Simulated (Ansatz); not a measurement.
**Bi₂: how energies converge with the basis set**

The task here is to estimate one member of a computed series from the others.

Program: Ansatz 0.2.0, Gaussian basis. Level of theory: one geometry, several basis sets. These are calculated values, not measurements.

Plan: PBE0-D4/def2-SVP; ωB97M-V/def2-SVP; PBE0-D4/def2-QZVPP; ωB97M-V/def2-QZVPP; the functionals' def2-TZVPP values are taken from earlier runs.

### The geometry

An earlier PBE0-D4 in a triple-zeta def2 set relaxation fixed the geometry. Bi takes the def2 core potential; no spin-orbit term is included.

SMILES `[Bi]#[Bi]`, 2 atoms, charge 0, spin multiplicity 1.

Atoms are counted from 1 here; the program's logs count them from 0.

Bond lengths: Bi1–Bi2 2.609 Å.

The first run:

The input, in.yaml:

```yaml
crystal:
  periodic: [false, false, false]
  atoms:
    - {symbol: Bi, position_ang: [1.112605, -0.372920, 0.569845]}
    - {symbol: Bi, position_ang: [-1.112605, 0.372920, -0.569845]}
basis:
  gaussian: {orbitals: def2-SVP}
hamiltonian: {xc: pbe0, dispersion: d4}
output: {orbitals: {seedname: orbitals}}
```

Command:

```sh
> ansatz run in.yaml --threads 2 --pin off --events-out ev --progress --plain --max-ram 32768MiB --backend cpu
```

Among the steps run: PBE0-D4 in def2-SVP; ωB97M-V in def2-SVP; PBE0-D4 in def2-QZVPP; ωB97M-V in def2-QZVPP.

One of the session's tables, all rows but one given; the rest of the session is left out.

It belongs to the step «Density functionals: the series». 

```
functional       basis  HOMO (eV)  LUMO (eV)
   PBE0-D4    def2-SVP      -6.11      -2.64
   PBE0-D4  def2-TZVPP      -6.15      -2.71
   PBE0-D4  def2-QZVPP      -6.17      -2.73
   ωB97M-V    def2-SVP      -7.83      -0.99
   ωB97M-V  def2-TZVPP          ?          ?
   ωB97M-V  def2-QZVPP      -7.90      -1.15
```

**Question.** Estimate the row for ωB97M-V, def2-TZVPP.

**Answer.** HOMO (eV): -7.88; LUMO (eV): -1.12. In the column «HOMO (eV)» it lies between ωB97M-V, def2-QZVPP (-7.90) and ωB97M-V, def2-SVP (-7.83).
